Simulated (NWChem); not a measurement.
**CH3Cl3Si (SMILES C[Si](Cl)(Cl)Cl) at 6 levels**

We compute a comparison of 6 runs (BLYP/cc-pVDZ, M06-L/cc-pVDZ, PBE0/cc-pVDZ, TPSS/cc-pVDZ, r2SCAN/cc-pVDZ, revPBE/cc-pVDZ) of CH3Cl3Si. 

The results are computed with NWChem 7.3.0.

**1. The system as given**

CH3Cl3Si has 8 atoms, charge 0, and is taken as a singlet. As SMILES, `C[Si](Cl)(Cl)Cl`. Geometry: relaxed at PBE0-D4/def2-TZVP.

Bond lengths: C1–Si2 1.841 Å, Si2–Cl3 2.039 Å, Si2–Cl4 2.039 Å, Si2–Cl5 2.039 Å, C1–H6 1.092 Å, C1–H7 1.092 Å, C1–H8 1.092 Å. Some angles: C1–Si2–Cl3 110.7°, C1–Si2–Cl4 110.7°, C1–Si2–Cl5 110.6°, Cl3–Si2–Cl4 108.3°, Cl3–Si2–Cl5 108.3°, Cl4–Si2–Cl5 108.3°, Si2–C1–H6 110.0°, Si2–C1–H7 110.0°, Si2–C1–H8 110.0°, H6–C1–H7 109.0°.

**2. Energy and forces at BLYP/cc-pVDZ (run 1)**

geom.nw reads:

```
start geom
memory stack 880 mb heap 220 mb global 1100 mb
charge 0

geometry units angstroms noautosym nocenter noautoz
 C       -0.728900      -0.279600       0.686100
 Si       0.568900       0.197900      -0.528700
 Cl       2.360400      -0.640000      -0.033600
 Cl       0.065900      -0.429500      -2.402200
 Cl       0.801200       2.223000      -0.573800
 H       -0.844500      -1.365200       0.700800
 H       -0.448300       0.061100       1.684800
 H       -1.682600       0.175200       0.410800
end

basis spherical bse
 * library cc-pVDZ
end

dft
 xc becke88 lyp
 grid fine
 convergence energy 1e-08
 maxiter 100
 mulliken
end

task dft gradient
```

Started as:

```
$ nwchem geom.nw > geom.out
```

Log:

```text
[...]
          Wavefunction type:  closed shell.
          No. of atoms     :     8
          No. of electrons :    74
[...]
          Charge           :     0
          Spin multiplicity:     1
[...]
          AO basis - number of functions:   101
[...]
              XC Information
              --------------
                    Becke 1988 Exchange Functional  1.000
              Lee-Yang-Parr Correlation Functional  1.000
[...]
 d= 0,ls=0.0,diis     1  -1710.0426157203 -2.15D+03  1.25D-02  7.95D-01     8.8
[...]
 d= 0,ls=0.0,diis    10  -1710.1235457290 -6.98D-09  2.92D-07  1.12D-09    64.4
         Total DFT energy =    -1710.123545729024
      One electron energy =    -3238.419348031193
           Coulomb energy =     1200.301669783140
    Exchange-Corr. energy =     -112.303233018382
 Nuclear repulsion energy =      440.297365537411
[...]
  wavefunction    = closed shell
                         DFT ENERGY GRADIENTS
    atom               coordinates                        gradient
                 x          y          z           x          y          z
   1 C      -1.377421  -0.528367   1.296541    0.001907   0.000680  -0.001789
   2 Si      1.075065   0.373977  -0.999098    0.007084   0.002576  -0.006641
   3 Cl      4.460509  -1.209425  -0.063495   -0.021637   0.010354  -0.006318
   4 Cl      0.124533  -0.811637  -4.539500    0.006436   0.007779   0.022659
   5 Cl      1.514048   4.200861  -1.084325   -0.002560  -0.024640   0.000288
   6 H      -1.595874  -2.579854   1.324320    0.001502   0.010624  -0.000510
   7 H      -0.847164   0.115462   3.183810   -0.002311  -0.003136  -0.009972
   8 H      -3.179653   0.331080   0.776299    0.009580  -0.004238   0.002284
[...]
```

Run time: 86 s. Hardware: 1 thread of Intel Xeon 6975P-C (Granite Rapids), shared host; peak memory 0.12 GiB.

**3. Energy and forces at M06-L/cc-pVDZ (run 2)**

sp.nw reads:

```
start sp
memory 2200 mb
geometry units angstroms noautosym nocenter noautoz
   C       -0.728900      -0.279600       0.686100
   Si       0.568900       0.197900      -0.528700
   Cl       2.360400      -0.640000      -0.033600
   Cl       0.065900      -0.429500      -2.402200
   Cl       0.801200       2.223000      -0.573800
   H       -0.844500      -1.365200       0.700800
   H       -0.448300       0.061100       1.684800
   H       -1.682600       0.175200       0.410800
end
basis spherical bse
   * library cc-pVDZ
end
dft
   xc m06-l
   grid fine
   convergence energy 1e-08
   maxiter 100
   mulliken
end
task dft gradient
```

Started as:

```
$ nwchem sp.nw > sp.out
```

Log:

```text
[...]
          Wavefunction type:  closed shell.
          No. of atoms     :     8
          No. of electrons :    74
[...]
          Charge           :     0
          Spin multiplicity:     1
[...]
          AO basis - number of functions:   101
[...]
              XC Information
              --------------
                        M06-L Method XC Functional
                         M06-L Exchange Functional  1.000
                       M06-L Correlation Potential  1.000
[...]
 d= 0,ls=0.0,diis     1  -1710.1086821062 -2.15D+03  1.08D-02  4.76D-01     9.2
[...]
 d= 0,ls=0.0,diis    11  -1710.1736992515 -3.41D-09  3.55D-07  1.96D-09    75.2
         Total DFT energy =    -1710.173699251538
      One electron energy =    -3238.398575128603
           Coulomb energy =     1200.333803432914
    Exchange-Corr. energy =     -112.406293093260
 Nuclear repulsion energy =      440.297365537411
[...]
  wavefunction    = closed shell
                         DFT ENERGY GRADIENTS
    atom               coordinates                        gradient
                 x          y          z           x          y          z
   1 C      -1.377421  -0.528367   1.296541   -0.001804  -0.000691   0.001688
   2 Si      1.075065   0.373977  -0.999098    0.006081   0.002188  -0.005733
   3 Cl      4.460509  -1.209425  -0.063495   -0.009142   0.004191  -0.002395
   4 Cl      0.124533  -0.811637  -4.539500    0.002437   0.003134   0.009553
   5 Cl      1.514048   4.200861  -1.084325   -0.001267  -0.010218   0.000354
   6 H      -1.595874  -2.579854   1.324320    0.000721   0.003932  -0.000350
   7 H      -0.847164   0.115462   3.183810   -0.000658  -0.001068  -0.003778
   8 H      -3.179653   0.331080   0.776299    0.003631  -0.001468   0.000660
[...]
```

Wall time 98 s (1 thread of Intel Xeon 6975P-C (Granite Rapids), shared host); peak memory 0.12 GiB.

Runs 3 to 5 aren't shown in full; the table further down has their settings and results.

**4. Energy and forces at revPBE/cc-pVDZ (run 6)**

run.nw reads:

```
start run
memory 2200 mb

geometry units angstrom noautosym nocenter noautoz
  C     -0.728900    -0.279600     0.686100
  Si     0.568900     0.197900    -0.528700
  Cl     2.360400    -0.640000    -0.033600
  Cl     0.065900    -0.429500    -2.402200
  Cl     0.801200     2.223000    -0.573800
  H     -0.844500    -1.365200     0.700800
  H     -0.448300     0.061100     1.684800
  H     -1.682600     0.175200     0.410800
end

basis spherical bse
  * library cc-pVDZ
end

dft
  xc revpbe cpbe96
  grid fine
  convergence energy 1e-08
  iterations 100
  mulliken
end

task dft gradient
```

Started as:

```
$ nwchem run.nw > run.out
```

Log:

```text
[...]
          Wavefunction type:  closed shell.
          No. of atoms     :     8
          No. of electrons :    74
[...]
          Charge           :     0
          Spin multiplicity:     1
[...]
          AO basis - number of functions:   101
[...]
              XC Information
              --------------
                        RevPBE Exchange Functional  1.000
            Perdew 1991 LDA Correlation Functional  1.000 local
           PerdewBurkeErnz. Correlation Functional  1.000 non-local
[...]
 d= 0,ls=0.0,diis     1  -1709.7675839079 -2.15D+03  1.23D-02  7.21D-01     8.8
[...]
 d= 0,ls=0.0,diis     8  -1709.8471853065  9.50D-09  4.93D-06  3.72D-07    52.0
         Total DFT energy =    -1709.847185306453
      One electron energy =    -3238.439772443957
           Coulomb energy =     1200.322041794718
    Exchange-Corr. energy =     -112.026820194625
 Nuclear repulsion energy =      440.297365537411
[...]
  wavefunction    = closed shell
                         DFT ENERGY GRADIENTS
    atom               coordinates                        gradient
                 x          y          z           x          y          z
   1 C      -1.377421  -0.528367   1.296541    0.002027   0.000724  -0.001903
   2 Si      1.075065   0.373977  -0.999098    0.005327   0.001928  -0.004998
   3 Cl      4.460509  -1.209425  -0.063495   -0.018974   0.008966  -0.005375
   4 Cl      0.124533  -0.811637  -4.539500    0.005470   0.006725   0.019856
   5 Cl      1.514048   4.200861  -1.084325   -0.002363  -0.021500   0.000378
   6 H      -1.595874  -2.579854   1.324320    0.001379   0.010842  -0.000371
   7 H      -0.847164   0.115462   3.183810   -0.002534  -0.003278  -0.010082
   8 H      -3.179653   0.331080   0.776299    0.009668  -0.004408   0.002495
[...]
```

Run time: 73 s. Hardware: 1 thread of Intel Xeon 6975P-C (Granite Rapids), shared host; peak memory 0.12 GiB.

**5. All runs side by side**

```
run           level   energy (Eh)  dipole moment (D)  HOMO energy (eV)  LUMO energy (eV)  wall time
  1    BLYP/cc-pVDZ  -1710.123546               2.05             -7.38             -0.39       86 s
  2   M06-L/cc-pVDZ  -1710.173699               2.26             -8.14             -0.31       98 s
  3    PBE0/cc-pVDZ  -1709.563882               2.20                 –                 –       75 s
  4    TPSS/cc-pVDZ  -1710.267174               2.11             -7.76             -0.35       78 s
  5  r2SCAN/cc-pVDZ  -1710.046149               2.20             -8.06             -0.23       78 s
  6  revPBE/cc-pVDZ  -1709.847185               2.10             -7.58             -0.47       73 s
```

**6. What came out**

| quantity | value |
| --- | --- |
| run 6: total energy | -1709.84719 Eh |
| run 6: dipole moment | 2.10 D |
| run 6: HOMO energy | -7.58 eV |
| run 6: LUMO energy | -0.47 eV |
| run 6: HOMO–LUMO gap | 7.12 eV |
| run 6: largest force on an atom | 1.114 eV/Å |

In words: The dipole moment (its size) runs from 2.05 D (BLYP/cc-pVDZ) to 2.26 D (M06-L/cc-pVDZ). Over runs 1, 2, 4, 5, 6 the HOMO–LUMO gap runs from 6.99 eV (BLYP/cc-pVDZ) to 7.83 eV (r2SCAN/cc-pVDZ). Totals of different functionals can't be ranked against each other. All runs together took 8.1 min, the longest 98 s.
